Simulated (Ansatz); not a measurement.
**C₃H₇GaS: a ladder of functionals and wavefunction methods**

An exercise on one series of results from a longer session: the logs are not shown, and one member is left open.

Program: Ansatz 0.2.0, Gaussian basis. Level of theory: functionals in def2-TZVPP, the program's frozen cores in correlated methods. These are calculated values, not measurements.

Levels to be run: PBE-D4, r2SCAN-D4, PBE0-D4, B3LYP-D4, ωB97X-V, ωB97M-V, B2PLYP; CCSD(T)/def2-TZVPP; MP2/def2-QZVPP; extrapolation to the limit.

### Structure used throughout

All runs share one geometry, relaxed beforehand with PBE0-D4 in a triple-zeta def2 set.

12 atoms, charge 0, spin multiplicity 1.

Atoms are counted from 1 here; the program's logs count them from 0.

Bond lengths: C1–C2 1.489 Å, C1–H6 1.095 Å, C1–H7 1.091 Å, C1–H8 1.095 Å, C2–C3 1.335 Å, C2–H9 1.092 Å, C3–Ga4 1.946 Å, C3–H10 1.090 Å, Ga4–S5 2.210 Å, Ga4–H11 1.563 Å, S5–H12 1.343 Å. Angles: C2–C1–H6 110.4°, C2–C1–H7 112.5°, C2–C1–H8 110.7°, H6–C1–H7 108.1°, H6–C1–H8 106.3°, H7–C1–H8 108.5°, C1–C2–C3 127.3°, C1–C2–H9 114.4°, C3–C2–H9 118.3°, C2–C3–Ga4 128.0°, C2–C3–H10 116.4°, Ga4–C3–H10 115.6°, C3–Ga4–S5 122.3°, C3–Ga4–H11 124.4°, S5–Ga4–H11 113.2°, Ga4–S5–H12 95.4°.

The first run:

in.yaml

```yaml
crystal:
  periodic: [false, false, false]
  atoms:
    - {symbol: C, position_ang: [-0.344542, 0.600854, 1.406539]}
    - {symbol: C, position_ang: [0.912224, -0.023650, 0.908849]}
    - {symbol: C, position_ang: [1.095103, -0.661684, -0.248902]}
    - {symbol: Ga, position_ang: [-0.208119, -0.985277, -1.657216]}
    - {symbol: S, position_ang: [-1.687912, 0.536687, -2.270201]}
    - {symbol: H, position_ang: [-0.622668, 0.177284, 2.376758]}
    - {symbol: H, position_ang: [-1.181903, 0.459264, 0.721285]}
    - {symbol: H, position_ang: [-0.205785, 1.675035, 1.568844]}
    - {symbol: H, position_ang: [1.756903, 0.052323, 1.596105]}
    - {symbol: H, position_ang: [2.085104, -1.084486, -0.417547]}
    - {symbol: H, position_ang: [-0.284699, -2.295110, -2.506987]}
    - {symbol: H, position_ang: [-1.236606, 1.493563, -1.443527]}
basis:
  gaussian: {orbitals: def2-TZVPP}
hamiltonian: {xc: pbe, dispersion: d4}
output: {forces: true, orbitals: {seedname: orbitals}}
```

Launch:

```bash
> ansatz run in.yaml --threads 4 --pin off --events-out ev --progress --plain --max-ram 10444MiB
```

Among the steps run: PBE-D4 (GGA); r2SCAN-D4 (meta-GGA); PBE0-D4 (hybrid); B3LYP-D4 (hybrid); ωB97X-V (range-separated); ωB97M-V (range-separated); B2PLYP (double hybrid); CCSD(T) in def2-TZVPP; MP2 in def2-QZVPP.

One table of the session follows, with a row left open; its other results are not shown here.

```
            method  atomisation energy (kJ/mol)
            PBE-D4                       4425.6
         r2SCAN-D4                       4370.6
           PBE0-D4                       4370.6
          B3LYP-D4                       4336.1
           ωB97X-V                       4358.0
           ωB97M-V                       4355.0
            B2PLYP                       4295.8
     HF/def2-TZVPP                       3225.0
    MP2/def2-TZVPP                       4310.4
   CCSD/def2-TZVPP                       4195.0
CCSD(T)/def2-TZVPP                       4260.3
           MP2/CBS                       4403.8
       CCSD(T)/CBS                            ?
```

**Question.** Estimate the row for CCSD(T)/CBS.

**Answer.** atomisation energy (kJ/mol): 4353.6. In the column «atomisation energy (kJ/mol)» it lies between B3LYP-D4 (4336.1) and ωB97M-V (4355.0).

To keep in mind: Free atoms (3 C, 1 Ga, 1 S, 7 H) were run apart at each level; the atomisation energy is their sum less the molecule, without zero-point or spin-orbit terms.
